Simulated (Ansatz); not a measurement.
# ScSi3: the cost of one run

Program: Ansatz 0.2.0. Level of theory: DFT PBE, scalar-relativistic, plane waves, PAW. These are calculated values, not measurements.

### 1 The structure to begin with

It takes space group Pm-3m (No. 221, cubic). The conventional cell has a = 3.969 Å, b = 3.969 Å, c = 3.969 Å, α = 90.00°, β = 90.00°, γ = 90.00°. Sc (site symmetry m-3m) is surrounded by 12 Si at 2.81 Å. Si (site symmetry 4/mmm) has 4 Sc at 2.81 Å and 8 Si at 2.81 Å as nearest neighbours.

Structure file:

```cif
data_structure
_symmetry_space_group_name_H-M 'P 1'
_symmetry_Int_Tables_number 1
_cell_length_a 3.9691
_cell_length_b 3.9691
_cell_length_c 3.9691
_cell_angle_alpha 90.000
_cell_angle_beta 90.000
_cell_angle_gamma 90.000
_cell_volume 62.53
loop_
_atom_site_label
_atom_site_type_symbol
_atom_site_fract_x
_atom_site_fract_y
_atom_site_fract_z
_atom_site_occupancy
Sc1 Sc 0.00000 0.00000 0.00000 1
Si1 Si 0.00000 0.50000 0.50000 1
Si2 Si 0.50000 0.00000 0.50000 1
Si3 Si 0.50000 0.50000 0.00000 1
```

This is candidate A: Cu3Au (L1_2) type (Pm-3m, No. 221).

(A quick probe on a coarse mesh, which set the mesh and smearing, is not shown.)

### 3 Full relaxation (candidate A)

Contents of input.yaml:

```yaml
crystal:
  lattice:
    - [3.9691219772, 0.0, 0.0]
    - [0.0, 3.9691219772, 0.0]
    - [0.0, 0.0, 3.9691219772]
  atoms:
    - { symbol: Sc, position: [0.0, 0.0, 0.0] }
    - { symbol: Si, position: [0.0, 0.5, 0.5] }
    - { symbol: Si, position: [0.5, 0.0, 0.5] }
    - { symbol: Si, position: [0.5, 0.5, 0.0] }
basis:
  ecutwfc: 420
kpoints:
  mp_grid: { grid: [12, 12, 12] }
hamiltonian:
  xc: pbe
scf:
  occupations: { method: gaussian, width: 0.1 }
output:
  forces: true
  stress: true
  eigenvalues: true
relax:
  adjacent_minimum: "off"
  f_tol: 0.01
  max_steps: 80
  cell: { stress_tol: 0.05 }
```

Command:

```
> ansatz run input.yaml --threads 1 --pin off --max-ram 2560MiB --backend cpu --events-out ev --progress --plain --runs-dir out
```

**Question.** How long does this run take on 1 thread of AMD EPYC 7R43 (Zen 3), shared host, and how much memory does it need?

About 20 s, with a peak of 0.44 GiB.
